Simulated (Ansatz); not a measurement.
# CH3LiOSe: the cost of one run

Computed with Ansatz 0.2.0, Gaussian basis. Level: single points in def2-TZVPP.

Levels: PBE-D4, r2SCAN-D4, PBE0-D4, Hartree-Fock, MP2, CCSD, CCSD(T).

Correlated methods freeze the cores. Filled d shells of the heavier atoms are correlated. The outer core shell of Li, Na, Mg and K is correlated.

## 1. Starting geometry

SMILES `[Li][O][Se]C`, 7 atoms, charge 0, spin multiplicity 1.

Atoms are counted from 1 here; the program's logs count them from 0.

Bond lengths: Li1–O2 1.565 Å, O2–Se3 1.766 Å, Se3–C4 1.951 Å, C4–H5 1.089 Å, C4–H6 1.086 Å, C4–H7 1.090 Å. Angles: Li1–O2–Se3 178.7°, O2–Se3–C4 99.2°, Se3–C4–H5 108.7°, Se3–C4–H6 108.1°, Se3–C4–H7 108.9°, H5–C4–H6 110.4°, H5–C4–H7 110.4°, H6–C4–H7 110.4°.

Geometry (Å):

```mol
CH3LiOSe
  3D, bonds by distance, orders not assigned

  7  6  0  0  0  0  0  0  0  0999 V2000
   -2.0381    1.9327   -1.2184 Li  0  0
   -0.8631    0.8998   -1.2435 O   0  0
    0.4818   -0.2441   -1.2435 Se  0  0
    0.5890   -0.5994    0.6715 C   0  0
    0.7747    0.3403    1.1904 H   0  0
    1.4079   -1.2925    0.8402 H   0  0
   -0.3522   -1.0368    1.0033 H   0  0
  1  2  8  0
  2  3  8  0
  3  4  8  0
  4  5  8  0
  4  6  8  0
  4  7  8  0
M  END
```

## 2. Relaxation at PBE0-D4

relax/in.yaml reads:

```yaml
crystal:
  periodic: [false, false, false]
  atoms:
    - {symbol: Li, position_ang: [-2.038120, 1.932740, -1.218380]}
    - {symbol: O, position_ang: [-0.863130, 0.899750, -1.243530]}
    - {symbol: Se, position_ang: [0.481840, -0.244100, -1.243480]}
    - {symbol: C, position_ang: [0.588990, -0.599420, 0.671470]}
    - {symbol: H, position_ang: [0.774690, 0.340330, 1.190430]}
    - {symbol: H, position_ang: [1.407930, -1.292520, 0.840200]}
    - {symbol: H, position_ang: [-0.352200, -1.036770, 1.003300]}
basis:
  gaussian: {orbitals: def2-TZVP}
hamiltonian: {xc: pbe0, dispersion: d4}
relax: {f_tol: 0.005, max_steps: 200}
```

The run is started by

```sh
$ ansatz run in.yaml --threads 2 --pin off --events-out ev --progress --plain --max-ram 4352MiB
```

Q: Estimate wall time and peak memory on 2 threads of AMD EPYC 7R43, shared host.

About 31 s, with a peak of 0.32 GiB.
